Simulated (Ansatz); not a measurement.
# CH7BSi2 (SMILES CB1[SiH2][SiH2]1): MP2/6-31G(d) (spherical functions)

Aim: the electronic atomisation energy of CH7BSi2 at MP2/6-31G* (spherical functions), from 5 runs. 

The results are computed with Ansatz 0.2.0.

75 further runs of the same task are left out: 75 set aside as unsound or not needed.

**1. Starting point**

CH7BSi2: 11 atoms, total charge 0, spin state singlet. SMILES: `CB1[SiH2][SiH2]1`. The coordinates come from a PBE0-D4/def2-TZVP relaxation.

Bond lengths: C1–B2 1.566 Å, B2–Si3 1.907 Å, B2–Si4 1.907 Å, C1–H5 1.092 Å, C1–H6 1.099 Å, C1–H7 1.092 Å, Si3–H8 1.482 Å, Si3–H9 1.489 Å, Si4–H10 1.489 Å, Si4–H11 1.482 Å. Some angles: C1–B2–Si3 130.2°, C1–B2–Si4 130.2°, Si3–B2–Si4 83.2°, B2–C1–H5 114.1°, B2–C1–H6 106.3°, B2–C1–H7 114.1°, B2–Si3–H8 124.3°, B2–Si3–H9 125.0°, B2–Si4–H10 124.9°, B2–Si4–H11 124.3°. A long bond or contact: Si3–Si4 2.531 Å.

**2. A single-point energy at MP2/6-31G(d) (spherical functions)**

input.yaml

```yaml
crystal:
  periodic: [false, false, false]
  atoms:
    - symbol: C
      position_ang: [-0.263900, 1.793500, 0.099500]
    - symbol: B
      position_ang: [-0.450600, 0.243000, -0.016600]
    - symbol: Si
      position_ang: [0.018800, -1.148600, 1.199400]
    - symbol: Si
      position_ang: [0.210300, -0.982900, -1.318800]
    - symbol: H
      position_ang: [0.165600, 2.121800, 1.048800]
    - symbol: H
      position_ang: [-1.271300, 2.229100, 0.051100]
    - symbol: H
      position_ang: [0.301000, 2.238000, -0.723000]
    - symbol: H
      position_ang: [-0.479200, -2.541300, 1.107000]
    - symbol: H
      position_ang: [0.876900, -0.975400, 2.403900]
    - symbol: H
      position_ang: [1.239000, -0.662800, -2.346600]
    - symbol: H
      position_ang: [-0.281200, -2.371200, -1.484200]
basis:
  gaussian:
    orbitals: 6-31G_st_-spherical.json
accuracy: high
correlation:
  method: mp2
  frozen_orbitals: {B: 1, C: 1, H: 0, Si: 5}
```

The basis set 6-31G* is read from a file made from the Basis Set Exchange's data (not shown).

On the command line:

```
$ ansatz run input.yaml --threads 1 --pin off --max-ram 3480MiB --events-out events.jsonl --progress --plain --runs-dir runs
```

What it wrote:

```text
Warning: RAYON_NUM_THREADS=1 ignored (pool sized by the plan → 1); use --threads N
Functional definition: HF
  name "HF"
  exchange = exact_x
  correlation = 0
1867 factors; integrals over basis functions are off by at most 3.4e-9 eV
mean field evaluation 1: about -17531.8421 eV, gradient 2.2e1 eV
mean field evaluation 2: about -17531.9512 eV, gradient 2.2e1 eV
mean field evaluation 4: about -17533.9259 eV, gradient 3.1e0 eV
mean field evaluation 8: about -17533.9695 eV, gradient 1.6e-1 eV
mean field evaluation 16: about -17533.9698 eV, gradient 1.0e-8 eV
mean field -17533.96981372 eV, -644.3615057027 hartree, gradient 1.0e-8 eV, S^2 0.000000; 0 other end points of the search recorded, 0 dependent functions left out
12 core orbitals not correlated: weight in the atoms' cores, before any rotation towards them, 1.000 or more for the frozen orbitals, at most 0.000 for the correlated occupied ones
reference -17533.96981372 eV, -644.3615057027 hartree; 11, 11 occupied and 55, 55 virtual orbitals, 1867 factors
second order -10.26906771 eV of doubles, -0.00000000 eV of singles
Total energy: -17544.23888144 eV, -644.7388869806 hartree
```

Wall time 3 s (1 thread of Arm Neoverse V1, shared host); peak memory 0.21 GiB.

**3. The B atom at the same level**

run.yaml

```yaml
crystal:
  periodic: [false, false, false]
  atoms:
    - {symbol: B, position_ang: [0.000000, 0.000000, 0.000000]}
basis:
  gaussian:
    orbitals: 6-31G_st_-spherical.json
accuracy: high
correlation:
  method: mp2
  frozen_orbitals: {B: 1}
magnetization:
  spin_polarized: true
  initial_magnetization: 1
total_charge: 0
```

The basis set 6-31G* is read from a file made from the Basis Set Exchange's data (not shown).

Run the same way, it converges to -24.55803 Eh (log not shown).

**4. The C atom at the same level**

input.yaml

```yaml
crystal:
  periodic: [false, false, false]
  atoms:
    - {symbol: C, position_ang: [0.000000, 0.000000, 0.000000]}
basis:
  gaussian:
    orbitals: 6-31G_st_-spherical.json
magnetization:
  spin_polarized: true
  initial_magnetization: 2
correlation:
  method: mp2
  frozen_orbitals: {C: 1}
accuracy: high
```

The basis set 6-31G* is read from a file made from the Basis Set Exchange's data (not shown).

Run the same way, it converges to -37.73144 Eh (log not shown).

**5. The H atom: the energy at UHF/6-31G(d) (spherical functions)**

run.yaml

```yaml
crystal:
  periodic: [false, false, false]
  atoms:
    - symbol: H
      position_ang: [0.000000, 0.000000, 0.000000]
basis:
  gaussian: {orbitals: "6-31G*"}
magnetization: {spin_polarized: true, initial_magnetization: 1}
hamiltonian: {xc: hf}
accuracy: high
```

Run the same way, it converges to -0.49823 Eh (log not shown).

**6. The Si atom at the same level**

in.yaml

```yaml
basis:
  gaussian:
    orbitals: 6-31G_st_-spherical.json
crystal:
  periodic: [false, false, false]
  atoms:
    - {symbol: Si, position_ang: [0.000000, 0.000000, 0.000000]}
magnetization:
  spin_polarized: true
  initial_magnetization: 2
correlation:
  method: mp2
  frozen_orbitals: {Si: 5}
accuracy: high
```

The basis set 6-31G* is read from a file made from the Basis Set Exchange's data (not shown).

Run the same way, it converges to -288.87085 Eh (log not shown).

**7. What came out**

At MP2/6-31G* (spherical functions), 12 core orbitals frozen:

```
                                              quantity          value
                                molecule: total energy  -644.73889 Eh
molecule: correlation energy (12 core orbitals frozen)     -377.4 mEh
                                  B atom: total energy   -24.55803 Eh
    B atom: correlation energy (1 core orbital frozen)      -36.1 mEh
             B atom: ⟨S²⟩ of the reference determinant          0.754
                                  C atom: total energy   -37.73144 Eh
    C atom: correlation energy (1 core orbital frozen)      -50.9 mEh
             C atom: ⟨S²⟩ of the reference determinant          2.005
                                  H atom: total energy    -0.49823 Eh
                                          H atom: ⟨S²⟩          0.750
                                 Si atom: total energy  -288.87085 Eh
  Si atom: correlation energy (5 core orbitals frozen)      -39.8 mEh
            Si atom: ⟨S²⟩ of the reference determinant          2.006
                         electronic atomisation energy      33.200 eV
```

**Reading.** Taking the molecule apart into free atoms costs 33.20 eV (3203 kJ/mol), before zero-point energy and without spin-orbit coupling.
